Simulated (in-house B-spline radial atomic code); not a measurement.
**Bi⁷²⁺: excited configurations**

Aim: the energies of several excited configurations of Bi⁷²⁺ above a reference configuration, each from its own self-consistent run.

The numbers are computed with in-house B-spline radial atomic code version 1 (Dirac-Hartree-Fock, average of configuration, Fermi nucleus, basis-set limit), except any that are marked as measured or tabulated.

## 1. The atom as given

* element: bismuth (Z = 83)
* charge: +72
* electrons: 11
* configuration: [Ne] 3s1
* Hamiltonian: Dirac-Coulomb
* nucleus: Fermi, rms radius 5.521 fm

The outer shells:

[Ne] 3s1
```
[Ne] core
3s [↑ ]
```

The boxes draw the filling by Hund's rule, which heavy ions in jj coupling don't follow; these runs average over all states of the configuration.

Input settings:

```ini
Z = 83
electrons = 11.0
configuration = [Ne] 3s1
hamiltonian = dirac
method = hf
spin_polarised = False
nucleus = fermi
rms_radius = 5.5211
mass_number = 209
atomic_mass = 208.980398599
speed_of_light = 137.035999084
```

This reference run was done before. Its total energy is -14675.512868 hartree, and its levels are (the highest eight at most):

| orbital | occupation | energy (eV) | <r> (bohr) |
| --- | --- | --- | --- |
| 1s1/2 | 2 | -97992.5 | 0.01578 |
| 2s1/2 | 2 | -22957.6 | 0.06478 |
| 2p1/2 | 2 | -22368.6 | 0.05309 |
| 2p3/2 | 4 | -19969.3 | 0.06171 |
| 3s1/2 | 1 | -9443.92 | 0.1568 |

## 2. Run with [He] 2s1 2p6 3s1 4f1

Input settings:

```ini
Z = 83
electrons = 11.0
configuration = [He] 2s1 2p6 3s1 4f1
hamiltonian = dirac
method = hf
spin_polarised = False
nucleus = fermi
rms_radius = 5.5211
mass_number = 209
atomic_mass = 208.980398599
speed_of_light = 137.035999084
```

## 3. Run with [He] 2s1 2p6 3s1 6p1

Changes to the settings of step 2:

```diff
@@ -2,3 +2,3 @@
 electrons = 11.0
-configuration = [He] 2s1 2p6 3s1 4f1
+configuration = [He] 2s1 2p6 3s1 6p1
 hamiltonian = dirac
```

## 4. [Ne] 6d1

Changes to the settings of step 3:

```diff
@@ -2,3 +2,3 @@
 electrons = 11.0
-configuration = [He] 2s1 2p6 3s1 6p1
+configuration = [Ne] 6d1
 hamiltonian = dirac
```

## 5. Run with [He] 2s2 2p5 3s1 6g1

Changes to the settings of step 4:

```diff
@@ -2,3 +2,3 @@
 electrons = 11.0
-configuration = [Ne] 6d1
+configuration = [He] 2s2 2p5 3s1 6g1
 hamiltonian = dirac
```

## 6. [He] 2s2 2p5 3s1 7s1

Changes to the settings of step 5:

```diff
@@ -2,3 +2,3 @@
 electrons = 11.0
-configuration = [He] 2s2 2p5 3s1 6g1
+configuration = [He] 2s2 2p5 3s1 7s1
 hamiltonian = dirac
```

How far above the reference does each configuration lie (order and size, in eV)?

**Answer**, as computed:

| net move | configuration | energy above the reference (eV) | with Breit, QED, recoil (eV) | largest <r> (bohr) |
| --- | --- | --- | --- | --- |
| 3s → 6d | [Ne] 6d1 | 7387.88 | 7370.80 | 0.685 |
| 2s → 4f | [He] 2s1 2p6 3s1 4f1 | 18366.9 | 18299.8 | 0.243 |
| 2p → 6g | [He] 2s2 2p5 3s1 6g1 | 18740.4 | 18693.5 | 0.599 |
| 2p → 7s | [He] 2s2 2p5 3s1 7s1 | 19171.2 | 19125.4 | 0.933 |
| 2s → 6p | [He] 2s1 2p6 3s1 6p1 | 20825.2 | 20759.2 | 0.696 |

Quantum defects of the promoted electron, δ = n − ζ/√(−2ε) with ζ = 73 and ε its orbital energy in hartree:

| promotion | δ |
| --- | --- |
| 3s → 6d | 0.061 |
| 2s → 4f | 0.021 |
| 2p → 6g | 0.015 |
| 2p → 7s | 0.284 |
| 2s → 6p | 0.152 |

What this shows: At the bottom stands 3s → 6d (7387.88 eV), at the top 2s → 6p (20825.2 eV). 4 of them lie more than 2 % above the ionisation threshold that Koopmans' theorem gives (9443.92 eV), where such states can decay by emitting an electron. Of those tabulated, the defect is largest for 7s (0.28) and least for 6g (0.02); at this charge much of the defect is relativistic. Two partly filled shells share a symmetry and can mix in the average, which may lower the energy, for: 2s → 4f; 2p → 7s; 2s → 6p. These are averages over configurations, without correlation, not spectroscopic levels.
